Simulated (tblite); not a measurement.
# C4H10O3Si: the cost of one run

Computed with tblite 0.8.0 and PySCF 2.14.0, with density-fitted response routines of our own, on a single molecule in the gas phase. Atoms count from 0, in the outputs and in this text.

### 1 The starting structure

18 atoms, charge 0, multiplicity 1; geometry from: force field or distance geometry start.

Bonds of the start (Å): C0–O1 1.38, O1–Si2 1.70, Si2–O3 1.74, O3–C4 1.39, Si2–C5 1.81, C5–C6 1.51, C5–O7 1.23, C0–H8 1.10, C0–H9 1.12, C0–H10 1.12, Si2–H11 1.48, C4–H12 1.11, C4–H13 1.12, C4–H14 1.10, C6–H15 1.08, C6–H16 1.11, C6–H17 1.10.

### 2 Geometry optimisation with GFN2-xTB

Job settings and geometry (Å):

```
{"job": {"kind": "relax", "xc": "GFN2-xTB", "basis": "xTB"}, "charge": 0, "multiplicity": 1}
C     -1.051600     2.190700    -0.227000
O     -1.440400     0.969700     0.290900
Si    -0.231000    -0.228600     0.318100
O     -0.357900    -1.318100    -1.028900
C     -1.581500    -1.969600    -0.883900
C      1.478800     0.367500     0.356000
C      2.466300    -0.221700    -0.623200
O      1.914300     1.221800     1.131300
H     -0.054200     2.511300     0.109800
H     -1.153800     2.194900    -1.344500
H     -1.840900     2.904300     0.123500
H     -0.456100    -1.020100     1.547600
H     -1.419300    -3.019500    -0.575700
H     -2.094400    -1.884300    -1.871200
H     -2.151900    -1.467400    -0.094800
H      2.485700     0.387500    -1.512700
H      2.042700    -1.213900    -0.864800
H      3.436400    -0.398000    -0.126700
```

The run is started by

```console
$ OMP_NUM_THREADS=1 python probes_run.py task.json out
```

The driver reads the jobs from task.json and runs them one after another.

**Question.** How long does this first job take on 1 thread of Arm Neoverse N1, shared host?

About 2.6 s.
